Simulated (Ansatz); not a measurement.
# LiSe+ (triplet): from Hartree-Fock to the top rungs at distance Se1–Li2 = 2.883 Å, cc-pVDZ

An exercise on one series of results from a longer session: the logs are not shown, and one member is left open.

Method: cc-pVDZ, core rule «outside noble gas», up to 15 orbitals frozen; program: Ansatz 0.2.0, Gaussian basis.

To be run: UHF; CCSD(T) on ROHF; CCSD(T) on UHF; BCCD(T) on ROHF; CISD; CCSDT(Q) on ROHF; CCSDT(Q) on UHF; CASSCF and MRCISD+Q, 4 electrons in 4 orbitals; CASSCF and NEVPT2, 4 electrons in 4 orbitals; Full CI.

73 further runs of the same task are left out: 55 for a known fault of the program, 12 that didn't finish, 6 set aside as unsound or not needed.

### What is computed

The geometry derives from a PBE0/def2-TZVP stationary point (not a proven minimum). One bond is set to the value named and the two fragments are kept rigid. No spin-orbit coupling is included. The filled d shell of Se may be among the frozen orbitals whatever the setting's name suggests; the logs give the count.

2 atoms, charge 1, spin multiplicity 3.

Atoms are counted from 1 here; the program's logs count them from 0.

Bond lengths: Se1–Li2 2.883 Å.

Coordinates:

```tsv
atom	x (Å)	y (Å)	z (Å)
Se1	0.0000	0.0000	0.0000
Li2	0.0000	0.0000	2.8830
```

The first run:

The input, in.yaml:

```yaml
crystal:
  periodic: [false, false, false]
  atoms:
    - {symbol: Se, position_ang: [0.000000, 0.000000, 0.000000]}
    - {symbol: Li, position_ang: [0.000000, 0.000000, 2.883000]}
basis:
  gaussian: {orbitals: cc-pVDZ}
total_charge: 1
magnetization: {spin_polarized: true, initial_magnetization: 2}
hamiltonian: {xc: hf}
output: {orbitals: {seedname: orbitals}}
```

On the command line:

```bash
ansatz run in.yaml --threads 1 --pin off --events-out ev --progress --plain --max-ram 2393MiB
```

Steps of the session up to this table: UHF; CCSD(T) on ROHF; CCSD(T) on UHF; BCCD(T) on ROHF; CISD; CCSDT(Q) on ROHF; CCSDT(Q) on UHF; CASSCF and MRCISD+Q, 4 electrons in 4 orbitals; CASSCF and NEVPT2, 4 electrons in 4 orbitals; Full CI.

One table of the session follows, with a row left open; its other results are not shown here.

| method | from FCI (kJ/mol) |
| --- | --- |
| ROHF | +249.8 |
| UHF | +238.4 |
| RMP2 | ? |
| UMP2 | +46.5 |
| CISD | +10.0 |
| RCCSD | +4.6 |
| UCCSD | +3.6 |
| RCCSD(T) | +1.1 |
| UCCSD(T) | +0.3 |
| BCCD(T) | +1.1 |
| RCCSDT | +0.3 |
| UCCSDT | -0.5 |
| RCCSDT(Q) | 0.0 |
| UCCSDT(Q) | -0.7 |
| FCI | 0 |

Q: Estimate the row for RMP2 from the others.

The run gave: from FCI (kJ/mol): +45.7. In the column «from FCI (kJ/mol)» it lies between CISD (+10.0) and UMP2 (+46.5).

Left out of the table: CASSCF pair, NEVPT2 pair, MRCISD pair, MRCISD+Q pair (the active space lost an orbital or holds another state than full CI finds).

To keep in mind: UCCSDT, UCCSDT(Q) fall below full CI: unrestricted runs freeze a spin-polarised core, another one than full CI's, and coupled cluster isn't variational. Levels on UHF freeze UHF's core orbitals, full CI those of ROHF, so the U rows can settle a little off it for that reason alone. Restricted and unrestricted rows rest on different reference determinants; where their highest levels disagree by more than a few hundredths of an eV, they describe different states and don't form one ladder. Warnings in the runs' records: passed over end.
